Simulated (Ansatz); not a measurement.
# C₃H₅Al: taking an electron away

Aim: the vertical ionisation energy of C₃H₅Al, as cation minus neutral at the neutral's geometry, on several levels, and how well −ε(HOMO) stands in for it.

Method: unrestricted cation, the program's frozen cores in correlated methods; program: Ansatz 0.2.0, Gaussian basis.

The runs, in order: UKS PBE-D4/def2-TZVPP; UKS r2SCAN-D4/def2-TZVPP; UKS PBE0-D4/def2-TZVPP; UKS B3LYP-D4/def2-TZVPP; UKS wB97X-V/def2-TZVPP; UKS wB97M-V/def2-TZVPP; UKS B2PLYP/def2-TZVPP; UHF-CCSD(T)/def2-TZVPP; UHF-CCSD(T)/def2-QZVPP; extrapolation to the limit; then −ε(HOMO) from the neutral's earlier runs with LDA (SPW92), PBE-D4, revPBE-D4, BLYP-D4, r2SCAN-D4, B97M-V, PBE0-D4, B3LYP-D4, r2SCANh-D4, r2SCAN0-D4, HSE06-D4, BHLYP-D4, CAM-B3LYP-D4, LC-ωPBE, ωB97X-V, ωB97M-V.

**1. The geometry**

The geometry comes from an earlier relaxation with PBE0-D4 in a triple-zeta def2 set; it is a stationary point, not always the lowest conformer.

SMILES `C#[C][AlH][CH3]`, 9 atoms, charge 0, spin multiplicity 1.

Atoms are counted from 1 here; the program's logs count them from 0.

Bond lengths: C1–C2 1.211 Å, C1–H5 1.067 Å, C2–Al3 1.913 Å, Al3–C4 1.944 Å, Al3–H6 1.583 Å, C4–H7 1.095 Å, C4–H8 1.095 Å, C4–H9 1.092 Å. Angles: C2–C1–H5 179.9°, C1–C2–Al3 179.8°, C2–Al3–C4 118.7°, C2–Al3–H6 117.5°, C4–Al3–H6 123.8°, Al3–C4–H7 110.4°, Al3–C4–H8 110.7°, Al3–C4–H9 113.1°, H7–C4–H8 106.2°, H7–C4–H9 107.9°, H8–C4–H9 108.2°.

**2. Cation, UKS PBE-D4/def2-TZVPP**

File in.yaml:

```yaml
crystal:
  periodic: [false, false, false]
  atoms:
    - {symbol: C, position_ang: [1.587296, 0.633465, -2.160045]}
    - {symbol: C, position_ang: [1.029663, 0.616426, -1.084922]}
    - {symbol: Al, position_ang: [0.148190, 0.584591, 0.612052]}
    - {symbol: C, position_ang: [-1.118885, -0.842857, 0.978578]}
    - {symbol: H, position_ang: [2.079383, 0.650421, -3.106336]}
    - {symbol: H, position_ang: [0.497202, 1.737276, 1.639964]}
    - {symbol: H, position_ang: [-1.954611, -0.803145, 0.271686]}
    - {symbol: H, position_ang: [-0.649016, -1.822357, 0.842711]}
    - {symbol: H, position_ang: [-1.530821, -0.800122, 1.989112]}
basis:
  gaussian: {orbitals: def2-TZVPP}
total_charge: 1
magnetization: {spin_polarized: true, initial_magnetization: 1}
hamiltonian: {xc: pbe, dispersion: d4}
```

Run with:

```sh
$ ansatz run in.yaml --threads 2 --pin off --events-out ev --progress --plain --max-ram 20480MiB --backend cpu
```

Further steps of the session: Cation, UKS r2SCAN-D4/def2-TZVPP; Cation, UKS PBE0-D4/def2-TZVPP; Cation, UKS B3LYP-D4/def2-TZVPP; Cation, UKS wB97X-V/def2-TZVPP; Cation, UKS wB97M-V/def2-TZVPP; Cation, UKS B2PLYP (frozen core)/def2-TZVPP; Cation, UHF-CCSD(T)/def2-TZVPP; Cation, UHF-CCSD(T)/def2-QZVPP.

Q: Predict the results of all the runs planned. Wanted: ionisation energy, CCSD(T)/def2-TZVPP; nearest functional by difference; nearest −ε(HOMO); −ε(HOMO) of PBE; T1 of the cation.

The runs gave:

| quantity | value |
| --- | --- |
| ionisation energy, CCSD(T)/def2-TZVPP | 10.37 eV |
| nearest functional by difference | ωB97X-V (-0.17 eV) |
| nearest −ε(HOMO) | ωB97X-V (-0.19 eV) |
| −ε(HOMO) of PBE | 6.60 eV |
| T1 of the cation | 0.069 |

Energy differences with functionals land within 0.90 eV of the reference. The PBE orbital energy is 3.8 eV too small: a semilocal HOMO is no ionisation energy. Among orbital estimates ωB97X-V comes nearest. Hartree-Fock falls 1.32 eV short, as the neutral has more correlation energy than the cation. The cation's T1 (from the report) is 0.069, above the customary mark of 0.045 for open shells, so the coupled-cluster value is less safe.
